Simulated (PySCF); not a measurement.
**FeB (quartet): basis, grid and Hamiltonian**

Which parts of the numerical set-up matter for FeB (quartet)? Each run edits the base script.

Program: PySCF 2.14.0. Level of theory: each script names its method and basis. These are calculated values, not measurements.

2 further runs of the same task are left out: 2 that didn't finish.

## (1) Starting geometry

FeB (quartet): 2 atoms, charge 0, spin multiplicity 4.

Bond lengths: Fe1–B2 1.843 Å.

## (2) The run that the others are compared with

Input file input.py:

```python
from pyscf import gto, scf

mol = gto.M(
    atom='Fe 0 0 0; B 0 0 1.843',
    basis='minao',
    charge=0,
    spin=3,
    verbose=4,
)
mf = scf.UHF(mol)
mf.level_shift = 0.3
mf = mf.newton()
mf.kernel()
mf.stability(internal=True, external=True)
mf.dip_moment()
print('orbital energies (hartree):', [e[max(0, n-3):n+3].round(4) for e, n in zip(mf.mo_energy, mol.nelec)])
```

On the command line:

```
OMP_NUM_THREADS=1 python input.py
```

The log of this run is left out.

In short: E(SCF) = -1286.852921 Eh, 7 macro-iterations, ⟨S²⟩ = 5.385, μ = 4.76 D, internal unstable; real -> complex unstable; UHF/UKS -> GHF/GKS unstable.

⟨S²⟩ = 5.38 against 3.75 for a pure state: the determinant is spin-contaminated. The bond length is a typed value, not an optimised one. No search for the lowest state was made; open d or f shells can end in a higher solution. A lower solution of the same kind exists, so this energy is an upper bound. The quartet is typed in the script; nothing here shows that it is the ground state.

## (3) Ano-rcc-vdzp (X2C on)

Variant 1 changes basis set: minao → ano-rcc-vdzp; spin-free X2C: off → on.

Input file input.py:

```python
from pyscf import gto, scf

mol = gto.M(
    atom='Fe 0 0 0; B 0 0 1.843',
    basis='ano-rcc-vdzp',
    charge=0,
    spin=3,
    verbose=4,
)
mf = scf.UHF(mol)
mf = mf.sfx2c1e()
mf.level_shift = 0.3
mf = mf.newton()
mf.kernel()
mf.stability(internal=True, external=True)
mf.dip_moment()
print('orbital energies (hartree):', [e[max(0, n-3):n+3].round(4) for e, n in zip(mf.mo_energy, mol.nelec)])
```

On the command line:

```
OMP_NUM_THREADS=1 python input.py
```

## (4) Density fitting def2-universal-jkfit

Variant 2 changes density fitting: none → def2-universal-jkfit.

Edit input.py of step 2 so:

```diff
@@ -10,2 +10,3 @@
 mf = scf.UHF(mol)
+mf = mf.density_fit(auxbasis='def2-universal-jkfit')
 mf.level_shift = 0.3
```

**Question.** What will these runs give? Wanted: for each run, E(SCF); from base; gap, α spin; SCF dipole; after the SCF.

The runs gave:

| run | E(SCF) (hartree) | from base (eV) | cycles | gap, α spin (eV) | SCF dipole (D) | functions | after the SCF |
| --- | --- | --- | --- | --- | --- | --- | --- |
| base | -1286.852921 | 0 | 7 macro | 11.51 | 4.76 | 20 | unstable: internal, real -> complex, UHF/UKS -> GHF/GKS |
| ano-rcc-vdzp (X2C on) | -1295.757269 | not comparable | 11 macro | 7.94 | 3.23 | 48 | unstable: internal, UHF/UKS -> GHF/GKS |
| density fitting def2-universal-jkfit | -1286.852885 | +0.0010 | 7 macro | 11.51 | 4.76 | 20 | unstable: internal, real -> complex, UHF/UKS -> GHF/GKS |

**Reading.** The dearest run is “ano-rcc-vdzp (X2C on)”, at 12 s against 2.2 s.
